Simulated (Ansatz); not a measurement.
# CH₆O₂SSi: one species, many methods

The task here is to estimate one member of a computed series from the others.

Program: Ansatz 0.2.0, Gaussian basis. Level of theory: functionals in def2-TZVPP, the program's frozen cores in correlated methods. These are calculated values, not measurements.

Plan: PBE-D4, r2SCAN-D4, PBE0-D4, B3LYP-D4, ωB97X-V, ωB97M-V, B2PLYP; CCSD(T)/def2-TZVPP; MP2/def2-QZVPP; extrapolation to the limit.

**The relaxed structure**

An earlier PBE0-D4 in a triple-zeta def2 set relaxation fixed the geometry.

11 atoms, charge 0, spin multiplicity 1.

Atoms are counted from 1 here; the program's logs count them from 0.

Bond lengths: O1–Si2 1.635 Å, O1–H6 0.961 Å, Si2–O3 1.655 Å, Si2–H7 1.474 Å, Si2–H8 1.489 Å, O3–C4 1.389 Å, C4–S5 1.822 Å, C4–H9 1.096 Å, C4–H10 1.090 Å, S5–H11 1.343 Å. Angles: Si2–O1–H6 114.9°, O1–Si2–O3 113.5°, O1–Si2–H7 106.4°, O1–Si2–H8 111.1°, O3–Si2–H7 106.1°, O3–Si2–H8 106.7°, H7–Si2–H8 113.0°, Si2–O3–C4 123.0°, O3–C4–S5 114.9°, O3–C4–H9 112.0°, O3–C4–H10 108.5°, S5–C4–H9 103.8°, S5–C4–H10 108.7°, H9–C4–H10 108.7°, C4–S5–H11 96.2°.

Set-up of the first run:

in.yaml reads:

```yaml
crystal:
  periodic: [false, false, false]
  atoms:
    - {symbol: O, position_ang: [0.163918, 1.325059, 1.688868]}
    - {symbol: Si, position_ang: [-1.019965, 0.673881, 0.768122]}
    - {symbol: O, position_ang: [-0.550761, 0.361763, -0.787748]}
    - {symbol: C, position_ang: [0.135762, -0.788485, -1.155326]}
    - {symbol: S, position_ang: [1.722847, -1.043301, -0.296461]}
    - {symbol: H, position_ang: [0.950332, 0.779862, 1.781228]}
    - {symbol: H, position_ang: [-2.084115, 1.689594, 0.679267]}
    - {symbol: H, position_ang: [-1.493742, -0.617311, 1.338652]}
    - {symbol: H, position_ang: [-0.433685, -1.696673, -0.926829]}
    - {symbol: H, position_ang: [0.321084, -0.752012, -2.228459]}
    - {symbol: H, position_ang: [2.353624, 0.010723, -0.840614]}
basis:
  gaussian: {orbitals: def2-TZVPP}
hamiltonian: {xc: pbe, dispersion: d4}
output: {forces: true, orbitals: {seedname: orbitals}}
```

Launch:

```bash
ansatz run in.yaml --threads 4 --pin off --events-out ev --progress --plain --max-ram 10444MiB
```

Among the steps run: PBE-D4 (GGA); r2SCAN-D4 (meta-GGA); PBE0-D4 (hybrid); B3LYP-D4 (hybrid); ωB97X-V (range-separated); ωB97M-V (range-separated); B2PLYP (double hybrid); CCSD(T) in def2-TZVPP; MP2 in def2-QZVPP.

One of the session's tables, all rows but one given; the rest of the session is left out.

| method | atomisation energy (kJ/mol) |
| --- | --- |
| PBE-D4 | 4020.0 |
| r2SCAN-D4 | 3974.6 |
| PBE0-D4 | 3939.4 |
| B3LYP-D4 | 3953.7 |
| ωB97X-V | 3985.2 |
| ωB97M-V | 3987.2 |
| B2PLYP | 3914.6 |
| HF/def2-TZVPP | 2813.0 |
| MP2/def2-TZVPP | 3936.8 |
| CCSD/def2-TZVPP | 3800.3 |
| CCSD(T)/def2-TZVPP | 3862.6 |
| MP2/CBS | 4057.3 |
| CCSD(T)/CBS | ? |

**Question.** Estimate the row for CCSD(T)/CBS.

The run gave: atomisation energy (kJ/mol): 3983.1. In the column «atomisation energy (kJ/mol)» it lies between r2SCAN-D4 (3974.6) and ωB97X-V (3985.2).
